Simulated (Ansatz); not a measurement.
# Ba: a trial structure relaxed

Aim: relax Ba from this start, alpha-boron type (R-3m, No. 166), and see where it ends.

Computed with Ansatz 0.2.0 (DFT PBEsol, scalar-relativistic, plane waves, PAW, unless a step's input says otherwise).

## Step 1: The structure to begin with

The structure is trigonal, space group R-3m (No. 166). The conventional cell has a = 10.398 Å, b = 10.398 Å, c = 26.599 Å, α = 90.00°, β = 90.00°, γ = 120.00°. Ba (site symmetry m) is surrounded by 6 Ba at 3.53 to 3.82 Å. Ba (site symmetry m) has 7 Ba at 3.77 to 4.26 Å as nearest neighbours.

Structure file:

```cif
data_structure
_symmetry_space_group_name_H-M 'R-3m:H'
_symmetry_Int_Tables_number 166
_cell_length_a 10.3979
_cell_length_b 10.3979
_cell_length_c 26.5990
_cell_angle_alpha 90.000
_cell_angle_beta 90.000
_cell_angle_gamma 120.000
_cell_volume 2490.51
loop_
_atom_site_label
_atom_site_type_symbol
_atom_site_symmetry_multiplicity
_atom_site_Wyckoff_symbol
_atom_site_fract_x
_atom_site_fract_y
_atom_site_fract_z
_atom_site_occupancy
Ba1 Ba 18 h 0.78553 0.21447 0.22466 1
Ba2 Ba 18 h 0.19686 0.80314 0.02432 1
```

(A quick probe on a coarse mesh, which set the mesh and smearing, is not shown.)

## Step 3: Rough relaxation on the coarse mesh

input.yaml reads:

```yaml
crystal:
  lattice:
    - [5.1989607241, 3.0016213736, 8.8663188587]
    - [-5.1989607241, 3.0016213736, 8.8663188587]
    - [0.0, -6.003242747, 8.8663188587]
  atoms:
    - { symbol: Ba, position: [0.01019, 0.65361, 0.01019] }
    - { symbol: Ba, position: [0.01019, 0.01019, 0.65361] }
    - { symbol: Ba, position: [0.65361, 0.01019, 0.01019] }
    - { symbol: Ba, position: [0.98981, 0.34639, 0.98981] }
    - { symbol: Ba, position: [0.34639, 0.98981, 0.98981] }
    - { symbol: Ba, position: [0.98981, 0.98981, 0.34639] }
    - { symbol: Ba, position: [0.22118, 0.6306, 0.22118] }
    - { symbol: Ba, position: [0.22118, 0.22118, 0.6306] }
    - { symbol: Ba, position: [0.6306, 0.22118, 0.22118] }
    - { symbol: Ba, position: [0.77882, 0.3694, 0.77882] }
    - { symbol: Ba, position: [0.3694, 0.77882, 0.77882] }
    - { symbol: Ba, position: [0.77882, 0.77882, 0.3694] }
basis:
  ecutwfc: 420
kpoints:
  mp_grid: { grid: [3, 3, 3] }
hamiltonian:
  xc: pbesol
scf:
  occupations: { method: gaussian, width: 0.1 }
  lower_state_search: "off"
output:
  forces: true
  stress: true
  eigenvalues: true
relax:
  adjacent_minimum: "off"
  f_tol: 0.04
  max_steps: 70
  cell: { stress_tol: 0.4 }
```

The session goes on with these runs: the relaxation.

What does the calculation give?

The runs gave:

| quantity | value |
| --- | --- |
| cell (conventional) | a = 8.929 Å, b = 8.929 Å, c = 33.659 Å, α = 90.00°, β = 90.00°, γ = 120.00° |
| space group | R-3m (No. 166) |
| volume | 64.55 Å³/atom |
| gap on the mesh | none (metal) |

The space group stayed R-3m, and from the first guess the volume went from 69.18 to 64.55 Å³/atom.
